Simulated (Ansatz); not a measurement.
# SbH₃+ (doublet): wave-function methods side by side, def2-TZVPP

An exercise on one series of results from a longer session: the logs are not shown, and one member is left open.

The runs use Ansatz 0.2.0, Gaussian basis; def2-TZVPP, core rule «outside noble gas», up to 9 orbitals frozen.

The runs, in order: UHF; CCSD(T) on ROHF; CCSD(T) on UHF; BCCD(T) on ROHF; CCSDT(Q) on ROHF; CCSDT(Q) on UHF; CASSCF and MRCISD+Q, 7 electrons in 7 orbitals; CASSCF and NEVPT2, 7 electrons in 7 orbitals.

4 further runs of the same task are left out: 4 set aside as unsound or not needed.

**What is computed**

The geometry is a PBE0/def2-TZVP stationary point (not a proven minimum) of the parent state, kept for this charge and spin. No spin-orbit coupling is included. Elements past krypton take def2 core potentials.

4 atoms, charge 1, spin multiplicity 2.

Atoms are counted from 1 here; the program's logs count them from 0.

Bond lengths: Sb1–H2 1.841 Å, Sb1–H3 1.700 Å, Sb1–H4 1.841 Å. Angles: H2–Sb1–H3 90.9°, H2–Sb1–H4 178.2°, H3–Sb1–H4 90.9°.

The first run:

File in.yaml:

```yaml
crystal:
  periodic: [false, false, false]
  atoms:
    - {symbol: Sb, position_ang: [0.000000, -0.013265, 0.000000]}
    - {symbol: H, position_ang: [0.000000, -0.042257, -1.840997]}
    - {symbol: H, position_ang: [0.000000, 1.686902, 0.000000]}
    - {symbol: H, position_ang: [0.000000, -0.042257, 1.840997]}
basis:
  gaussian: {orbitals: def2-TZVPP}
total_charge: 1
magnetization: {spin_polarized: true, initial_magnetization: 1}
hamiltonian: {xc: hf}
output: {orbitals: {seedname: orbitals}}
```

Launch:

```
> ansatz run in.yaml --threads 1 --pin off --events-out ev --progress --plain --max-ram 2816MiB --backend cpu
```

Steps of the session up to this table: UHF; CCSD(T) on ROHF; CCSD(T) on UHF; BCCD(T) on ROHF; CCSDT(Q) on ROHF; CCSDT(Q) on UHF; CASSCF and MRCISD+Q, 7 electrons in 7 orbitals; CASSCF and NEVPT2, 7 electrons in 7 orbitals.

One of the session's tables, all rows but one given; the rest of the session is left out.

```
          method  from UCCSDT(Q) (meV)
            ROHF               +4395.1
             UHF               +4183.0
            RMP2                +993.7
            UMP2               +1056.3
           RCCSD                +181.6
           UCCSD                +170.7
        RCCSD(T)                 +41.2
        UCCSD(T)                 +35.3
         BCCD(T)                 +41.3
          RCCSDT                 +14.0
          UCCSDT                     ?
       RCCSDT(Q)                  +7.6
       UCCSDT(Q)                     0
  CASSCF valence               +2375.2
  NEVPT2 valence                +615.9
  MRCISD valence                +131.8
MRCISD+Q valence                 +25.4
```

**Question.** Estimate the row for UCCSDT.

**Answer.** from UCCSDT(Q) (meV): +6.3. In the column «from UCCSDT(Q) (meV)» it lies between UCCSDT(Q) (0) and RCCSDT(Q) (+7.6).

Caveats from the session: Restricted and unrestricted rows rest on different reference determinants; where their highest levels disagree by more than a few hundredths of an eV, they describe different states and don't form one ladder.
